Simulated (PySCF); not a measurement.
# CH3AlClFO (SMILES C[O][Al]([F])[Cl]) at 6 levels

We compute a comparison of 6 runs (HF/STO-3G, HF/3-21G, HF/6-311+G**, B3LYP/6-31G*, M06-2X/pcseg-1) of CH3AlClFO. Input form: a Python script.

The calculation is run with PySCF 2.14.0.

### 1 The molecule

The species is CH3AlClFO (8 atoms), meant as a singlet with charge 0. As SMILES, `C[O][Al]([F])[Cl]`. The coordinates come from a PBE0-D4/def2-TZVP relaxation. This is one conformer, not always the lowest.

Bond lengths: C1–O2 1.402 Å, O2–Al3 1.663 Å, Al3–F4 1.635 Å, Al3–Cl5 2.077 Å, C1–H6 1.094 Å, C1–H7 1.094 Å, C1–H8 1.096 Å. Angles: C1–O2–Al3 136.1°, O2–Al3–F4 119.1°, O2–Al3–Cl5 121.9°, F4–Al3–Cl5 119.0°, O2–C1–H6 109.7°, O2–C1–H7 109.7°, O2–C1–H8 112.4°, H6–C1–H7 108.2°, H6–C1–H8 108.4°, H7–C1–H8 108.4°.

### 2 Energy and gradient at HF/STO-3G (run 1)

File input.py:

```python
from pyscf import gto

mol = gto.Mole()
mol.atom = [
    ('C', (-0.623500, -0.334400, 1.085600)),
    ('O', (0.309000, -0.603600, 0.074200)),
    ('Al', (0.868700, 0.181400, -1.280700)),
    ('F', (2.009500, -0.538900, -2.203500)),
    ('Cl', (0.159600, 2.052200, -1.836800)),
    ('H', (-0.125400, -0.347400, 2.059100)),
    ('H', (-1.398200, -1.106400, 1.087900)),
    ('H', (-1.107500, 0.640200, 0.958300)),
]
mol.max_memory = 1860
mol.verbose = 4
mol.basis = 'sto-3g'
mol.build()

calc0 = mol.RHF()
calc0.conv_tol = 1e-10
calc0.kernel()
if not calc0.converged:
    calc0 = calc0.newton().run(calc0.mo_coeff, calc0.mo_occ)

energy = calc0.e_tot
print('Final energy', energy)
grad = calc0.nuc_grad_method().kernel()
calc0.analyze()
```

The run is started by

```bash
$ OMP_NUM_THREADS=1 python input.py
```

The log of the run:

```text
PySCF version 2.14.0

[... 77 lines left out ...]
Nuclear Repulsion Energy =             272.913168793264674
[... 9 lines left out ...]
MO #4   energy= -20.172891582558   occ= 2
[... 7 lines left out ...]
MO #12  energy= -3.05480717473469  occ= 2
[... 7 lines left out ...]
MO #20  energy= -0.549736928467674 occ= 2
[... 7 lines left out ...]
MO #28  energy= -0.33619393606729  occ= 2
[... 7 lines left out ...]
MO #36  energy= 0.81622748442601   occ= 0
[... 47 lines left out ...]
Dipole moment(X, Y, Z, Debye): -0.02986, -1.59013,  1.30756
```

Wall time 5.4 s (1 thread of Intel Xeon at 2.50GHz (Skylake/Cascade Lake), shared host); peak memory 0.12 GiB.

### 3 Energy and forces at HF/3-21G (run 2)

File start.xyz:

```xyz
8

C     -0.623500    -0.334400     1.085600
O      0.309000    -0.603600     0.074200
Al     0.868700     0.181400    -1.280700
F      2.009500    -0.538900    -2.203500
Cl     0.159600     2.052200    -1.836800
H     -0.125400    -0.347400     2.059100
H     -1.398200    -1.106400     1.087900
H     -1.107500     0.640200     0.958300
```

File input.py:

```python
# C[O][Al]([F])[Cl]
from pyscf import gto

mol = gto.M(
    atom='start.xyz',
    max_memory=1860,
    verbose=3,
    basis='3-21g',
)

mf = mol.RHF()
mf.conv_tol = 1e-10
mf.kernel()
if not mf.converged:
    mf = mf.newton().run(mf.mo_coeff, mf.mo_occ)

e_final = mf.e_tot
print('E = %.10f Eh' % e_final)
grad = mf.nuc_grad_method().kernel()
dip = mf.dip_moment()
pop, q = mf.mulliken_pop()
```

The run is started by

```bash
$ OMP_NUM_THREADS=1 python input.py
```

The log of the run:

```text
converged SCF energy = -910.836845277224
[... 9 lines left out ...]
Dipole moment(X, Y, Z, Debye): -1.39372, -0.46034,  2.20073
[... 68 lines left out ...]
charge of    7H =      0.17471
```

It took 4.8 s on 1 thread of Intel Xeon at 2.50GHz (Skylake/Cascade Lake), shared host; peak memory 0.13 GiB.

Runs 3 to 4 aren't shown in full; the table further down has their settings and results.

### 4 Energy and forces at B3LYP/6-31G(d) (Cartesian functions) (run 5)

File job.py:

```python
from pyscf import gto, dft

mol = gto.M(
    atom=[
    ('C', (-0.623500, -0.334400, 1.085600)),
    ('O', (0.309000, -0.603600, 0.074200)),
    ('Al', (0.868700, 0.181400, -1.280700)),
    ('F', (2.009500, -0.538900, -2.203500)),
    ('Cl', (0.159600, 2.052200, -1.836800)),
    ('H', (-0.125400, -0.347400, 2.059100)),
    ('H', (-1.398200, -1.106400, 1.087900)),
    ('H', (-1.107500, 0.640200, 0.958300)),
],
    max_memory=1860,
    verbose=3,
    cart=True,
    charge=0,
    basis='6-31g*',
)

mf = dft.RKS(mol)
mf.xc = 'b3lyp'
mf.grids.level = 5
mf.conv_tol = 1e-10
mf.kernel()
if not mf.converged:
    mf = mf.newton().run(mf.mo_coeff, mf.mo_occ)

e_final = mf.e_tot
print('Final energy', e_final)
grad = mf.nuc_grad_method().kernel()
dip = mf.dip_moment()
pop, q = mf.mulliken_pop()
```

The run is started by

```bash
$ OMP_NUM_THREADS=1 python job.py
```

The log of the run:

```text
converged SCF energy = -917.790983605052
Final energy -917.7909836050517
[... 8 lines left out ...]
Dipole moment(X, Y, Z, Debye): -1.21169, -0.12242,  1.69088
[... 98 lines left out ...]
charge of    7H =      0.14893
```

It took 64 s on 1 thread of Intel Xeon at 2.50GHz (Skylake/Cascade Lake), shared host; peak memory 0.87 GiB.

### 5 Energy and gradient at M06-2X/pcseg-1 (run 6)

File job.py:

```python
from pyscf import gto, dft

mol = gto.M(
    atom='''
C   -0.623500  -0.334400   1.085600
O    0.309000  -0.603600   0.074200
Al   0.868700   0.181400  -1.280700
F    2.009500  -0.538900  -2.203500
Cl   0.159600   2.052200  -1.836800
H   -0.125400  -0.347400   2.059100
H   -1.398200  -1.106400   1.087900
H   -1.107500   0.640200   0.958300
''',
    verbose=3,
    charge=0,
    max_memory=1860,
    basis='pcseg-1',
    spin=0,
)

calc0 = dft.RKS(mol, xc='m06-2x')
calc0.grids.level = 5
calc0.conv_tol = 1e-10
calc0.kernel()
if not calc0.converged:
    calc0 = calc0.newton().run(calc0.mo_coeff, calc0.mo_occ)

e_tot = calc0.e_tot
print('E = %.10f Eh' % e_tot)
grad = calc0.nuc_grad_method().kernel()
calc0.analyze()
```

The run is started by

```bash
$ OMP_NUM_THREADS=1 python job.py
```

The log of the run:

```text
converged SCF energy = -917.613877204344
[... 22 lines left out ...]
MO #13  energy= -2.95233199478814  occ= 2
[... 15 lines left out ...]
MO #29  energy= -0.0150494282624276 occ= 0
[... 15 lines left out ...]
MO #45  energy= 0.48451164943765   occ= 0
[... 15 lines left out ...]
MO #61  energy= 1.01722246697794   occ= 0
[... 15 lines left out ...]
MO #77  energy= 2.12320857567074   occ= 0
[... 15 lines left out ...]
MO #93  energy= 3.22061521564833   occ= 0
[... 9 lines left out ...]
Dipole moment(X, Y, Z, Debye): -1.48696,  0.07872,  1.89258
```

It took 2 min on 1 thread of Intel Xeon at 2.50GHz (Skylake/Cascade Lake), shared host; peak memory 0.92 GiB.

### 6 Overview of the runs

```tsv
run	level	integration grid	Cartesian functions	energy (Eh)	dipole moment (D)	HOMO energy (eV)	LUMO energy (eV)	wall time
1	HF/STO-3G	–	no	-904.806135	2.06	-9.15	8.87	5.4 s
2	HF/3-21G	–	no	-910.836845	2.65	-12.39	2.32	4.8 s
3	HF/6-311+G**	–	no	-915.605352	2.39	-12.68	0.94	56 s
4	B3LYP/6-31G* (spherical functions)	5	no	-917.782556	2.08	-8.26	-1.08	73 s
5	B3LYP/6-31G* (Cartesian functions)	5	yes	-917.790984	2.08	-8.26	-1.09	64 s
6	M06-2X/pcseg-1	5	no	-917.613877	2.41	-10.35	-0.41	2 min
```

### 7 Summary of results

| quantity | value |
| --- | --- |
| run 6: total energy | -917.61388 Eh |
| run 6: dipole moment | 2.41 D |
| run 6: HOMO energy | -10.35 eV |
| run 6: LUMO energy | -0.41 eV |
| run 6: HOMO–LUMO gap | 9.94 eV |
| run 6: largest force on an atom | 0.543 eV/Å |

In words: The dipole moment (its size) runs from 2.06 D (HF/STO-3G) to 2.65 D (HF/3-21G). The HOMO–LUMO gap runs from 7.17 eV (B3LYP/6-31G*) to 18.02 eV (HF/STO-3G). The two ends differ in method and basis. Totals of different functionals can't be ranked against each other. In run 1 the basis is minimal, so the values are rough. All runs together took 5.4 min, the longest 2 min.
